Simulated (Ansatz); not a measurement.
AsH₄N, SMILES N[AsH2], an active-space calculation

Computed with Ansatz 0.2.0 through its Python package.

`cas_ash4n.py`
```python
'''Static correlation in AsH4N: natural occupations of an active space.'''

import ansatz as az

BASIS_SET = 'def2-SVP'

geometry_ang = [
    ('N', (-0.3074, -0.9787, -0.0652)),
    ('As', (-0.6082, 0.9493, -0.133)),
    ('H', (0.6386, -1.1101, -0.1585)),
    ('H', (-0.5805, -1.2385, 0.8692)),
    ('H', (0.3141, 1.0925, -1.4086)),
    ('H', (0.5854, 1.2216, 0.85)),
]
system = az.Crystal.molecule()
for symbol, xyz in geometry_ang:
    system = system.atom(symbol, xyz)

base = (
    system.calculation()
    .basis(gaussian=BASIS_SET)
    .correlation(active_electrons=4, active_orbitals=4)
)
for method in [None, 'sc_nevpt2']:
    data = (base if method is None else base.correlation(method)).run(threads=1, backend='cpu').report
    space = data['configurations']
    state = space['states'][0]
    print(method or 'casscf', f'total {data["free_energy_ev"] / 27.211386246:.6f} Ha, active-space state {state["energy"]["hartree"]:.6f} Ha, mean field {data["reference_energy_ev"] / 27.211386246:.6f} Ha')
    print('  determinants', state['n_determinants'], ' natural occupations', [round(n, 3) for n in space['natural_occupations']])
```

```console
$ python cas_ash4n.py
casscf total -2290.671386 Ha, active-space state -2290.671386 Ha, mean field -2290.625324 Ha
  determinants 36  natural occupations [1.979, 1.967, 0.033, 0.021]
RunWarning: the results are in doubt because another end's mean lies 0.256 eV lower, and its corrected mean 0.156 eV higher
sc_nevpt2 total -2291.041219 Ha, active-space state -2290.661983 Ha, mean field -2290.625324 Ha
  determinants 36  natural occupations [1.973, 1.965, 0.034, 0.028]
```
(Warnings from the package without file and line.)

Notes:
- Total energies depend on the basis set; only differences at equal settings carry meaning.
- The geometry is a force-field or estimated start, not a minimum of this method, and the basis set is short of its limit. The active space starts as a window about the frontier orbitals and is then optimised, not chosen by chemistry.
- A lower CASSCF solution was found and passed over, so the printed active-space state isn't the lowest.
- Run time: 17 s on 1 thread of Arm Neoverse V1 (shared host), peak memory 0.2 GiB.

(Lines on the test bed's own set-up are left out of the output.)
